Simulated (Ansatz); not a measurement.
# CH₄SeSi: a ladder of functionals and wavefunction methods

How much do the methods differ for CH₄SeSi? The plan is to run it at one geometry with functionals of several rungs and with coupled cluster. The yardstick is the atomisation energy at the CCSD(T) limit.

Computed with Ansatz 0.2.0, Gaussian basis. Level: functionals in def2-TZVPP, the program's frozen cores in correlated methods.

Plan: LDA (SPW92), PBE-D4, revPBE-D4, BLYP-D4, r2SCAN-D4, B97M-V, PBE0-D4, B3LYP-D4, r2SCANh-D4, r2SCAN0-D4, HSE06-D4, BHLYP-D4, CAM-B3LYP-D4, LC-ωPBE, ωB97X-V, ωB97M-V, B2PLYP, PBE-QIDH; CCSD(T)/def2-SVP; CCSD(T)/def2-TZVPP; MP2/def2-QZVPP; extrapolation to the limit; RPA on PBE.

### 1 The geometry

All runs share one geometry, relaxed beforehand with PBE0-D4 in a triple-zeta def2 set.

SMILES `C1[SiH2][Se]1`, 7 atoms, charge 0, spin multiplicity 1.

Atoms are counted from 1 here; the program's logs count them from 0.

Bond lengths: C1–Si2 1.839 Å, C1–Se3 2.020 Å, C1–H4 1.085 Å, C1–H5 1.085 Å, Si2–Se3 2.225 Å, Si2–H6 1.479 Å, Si2–H7 1.479 Å. Angles: Si2–C1–Se3 70.2°, Si2–C1–H4 120.0°, Si2–C1–H5 120.0°, Se3–C1–H4 112.0°, Se3–C1–H5 112.0°, H4–C1–H5 113.9°, C1–Si2–Se3 58.7°, C1–Si2–H6 118.7°, C1–Si2–H7 118.7°, Se3–Si2–H6 118.8°, Se3–Si2–H7 118.8°, H6–Si2–H7 113.1°, C1–Se3–Si2 51.1°.

### 2 LDA

This LDA is Slater exchange with PW92 correlation.

in.yaml reads:

```yaml
crystal:
  periodic: [false, false, false]
  atoms:
    - {symbol: C, position_ang: [-0.672793, -0.541735, -0.369605]}
    - {symbol: Si, position_ang: [0.686144, 0.376155, 0.462957]}
    - {symbol: Se, position_ang: [-0.342920, 1.206370, -1.326322]}
    - {symbol: H, position_ang: [-0.445353, -1.396818, -0.997124]}
    - {symbol: H, position_ang: [-1.658978, -0.577957, 0.080727]}
    - {symbol: H, position_ang: [0.424103, 0.988784, 1.783342]}
    - {symbol: H, position_ang: [2.071099, -0.122801, 0.320323]}
basis:
  gaussian: {orbitals: def2-TZVPP}
hamiltonian: {xc: lda}
output: {orbitals: {seedname: orbitals}}
```

Launch:

```console
$ ansatz run in.yaml --threads 2 --pin off --events-out ev --progress --plain --max-ram 4352MiB
```

Further steps of the session: PBE-D4 (GGA); revPBE-D4 (GGA); BLYP-D4 (GGA); r2SCAN-D4 (meta-GGA); B97M-V (meta-GGA); PBE0-D4 (hybrid); B3LYP-D4 (hybrid); r2SCANh-D4 (hybrid); r2SCAN0-D4 (hybrid); HSE06-D4 (hybrid); BHLYP-D4 (hybrid); CAM-B3LYP-D4 (range-separated); LC-ωPBE (range-separated); ωB97X-V (range-separated); ωB97M-V (range-separated); B2PLYP (double hybrid); PBE-QIDH (double hybrid); CCSD(T) in def2-SVP; CCSD(T) in def2-TZVPP; MP2 in def2-QZVPP; RPA on PBE orbitals.

Before running them: what should the planned runs give, taken together? Wanted: atomisation energy, CCSD(T)/CBS; farthest beyond LDA; mean size of error, GGA; mean size of error, meta-GGA; mean size of error, hybrid; mean size of error, range-separated; mean size of error, double hybrid; gap, smallest and largest; T1 diagnostic.

The runs gave:

| quantity | value |
| --- | --- |
| atomisation energy, CCSD(T)/CBS | 544.9 kcal/mol |
| functionals within 5.4 kcal/mol (1.0 %) | PBE-D4, r2SCAN-D4, B97M-V, PBE0-D4, B3LYP-D4, r2SCANh-D4, HSE06-D4, CAM-B3LYP-D4, ωB97X-V, ωB97M-V, PBE-QIDH |
| farthest beyond LDA | BHLYP-D4 (-16.9 kcal/mol) |
| mean size of error, GGA | 6.3 kcal/mol |
| mean size of error, meta-GGA | 0.7 kcal/mol |
| mean size of error, hybrid | 5.5 kcal/mol |
| mean size of error, range-separated | 4.5 kcal/mol |
| mean size of error, double hybrid | 7.3 kcal/mol |
| gap, smallest and largest | 4.05 eV (LDA (SPW92)), 10.80 eV (LC-ωPBE) |
| T1 diagnostic | 0.0106 |
| triples share of the correlation energy | 4.1 % |

In words: The LDA atomisation energy is off by 72.6 kcal/mol (13 %): it overbinds. PBE-D4 misses by +4.8 kcal/mol. Double hybrids carry the basis error of their MP2 part in triple zeta, and no dispersion term here, so their miss is partly the set-up's. The rungs meta-GGA, range-separated miss on average by less than the doubt on the reference (5.4 kcal/mol), so they tie. The reference freezes the cores and leaves out relativity and excitations past (T), and its outer-core shells are covered unevenly, so misses under about 5.4 kcal/mol can't be ranked. All levels share the lack of spin-orbit coupling, which lowers the free heavy atoms and so the true binding. Hartree-Fock recovers 72 % of the binding; the rest is correlation. CCSD(T) in def2-SVP is off by -41.2 kcal/mol, more than most functionals: a good method in a small basis is no reference. Orbital gaps span 4.1 to 10.8 eV; exact exchange widens them. Correlated methods include outer-core shells of Se, which these sets cover unevenly.
